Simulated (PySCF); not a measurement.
# Cl2F2Si: the cost of one run

Method: levels as typed in each script, gas phase, geometry from GFN2-xTB; program: PySCF 2.14.0.

## 1. The system as given

5 atoms, charge 0, spin multiplicity 1.

Bond lengths: F1–Si2 1.595 Å, Si2–F3 1.595 Å, Si2–Cl4 1.973 Å, Si2–Cl5 1.973 Å. Angles: F1–Si2–F3 100.3°, F1–Si2–Cl4 109.6°, F1–Si2–Cl5 109.6°, F3–Si2–Cl4 109.6°, F3–Si2–Cl5 109.6°, Cl4–Si2–Cl5 117.0°.

As a file:

```xyz
5
charge 0, multiplicity 1
F    -0.00015   -1.27449   -1.22502
Si    0.00003   -0.25247   -0.00005
F     0.00014   -1.27447    1.22507
Cl   -1.68245    0.77868    0.00006
Cl    1.68243    0.77869   -0.00005
```

## 2. Density, bond paths and surface potential (PBE0/def2-tzvp)

input.py reads:

```python
import numpy as np
from pyscf import gto, scf, dft
from pyscf.scf import atom_ks, atom_hf
from scipy.linalg import block_diag

def solve(mol, dm0=None, hcore=None):
    mf = (dft.UKS if mol.spin else dft.RKS)(mol, xc='pbe0')
    mf.grids.level = 3
    mf = mf.density_fit(auxbasis='def2-universal-jkfit')
    mf.conv_tol, mf.max_cycle = 1e-8, 80
    if hcore is not None:
        mf.get_hcore = lambda *args: hcore
    mf.kernel(dm0)
    if not mf.converged:
        mf = mf.newton().run(mf.mo_coeff, mf.mo_occ, max_cycle=30)
    assert mf.converged, 'SCF not converged'
    return mf

mol = gto.M(atom='''
F     -0.00015    -1.27449    -1.22502
Si     0.00003    -0.25247    -0.00005
F      0.00014    -1.27447     1.22507
Cl    -1.68245     0.77868     0.00006
Cl     1.68243     0.77869    -0.00005
''', basis='def2-tzvp', charge=0, spin=0, verbose=4)
mf = solve(mol)
mf.analyze()
# spherically averaged free atoms, for the promolecule
atm = atom_ks.get_atm_nrks(mol, xc='pbe0')
pro = block_diag(*[(atm[a[0]][2] * atm[a[0]][3]) @ atm[a[0]][2].T for a in mol._atom])
np.savez('result.npz', e=mf.e_tot, c=mf.mo_coeff, occ=mf.mo_occ, eps=mf.mo_energy, pro=pro, dip=mf.dip_moment(verbose=0), s2=mf.spin_square()[0])
```

Started as:

```bash
> OMP_NUM_THREADS=1 python input.py
```

**Question.** How long does this run take on 1 thread of Arm Neoverse N1, shared host, and how much memory does it need?

About 32 s, with a peak of 0.63 GiB.
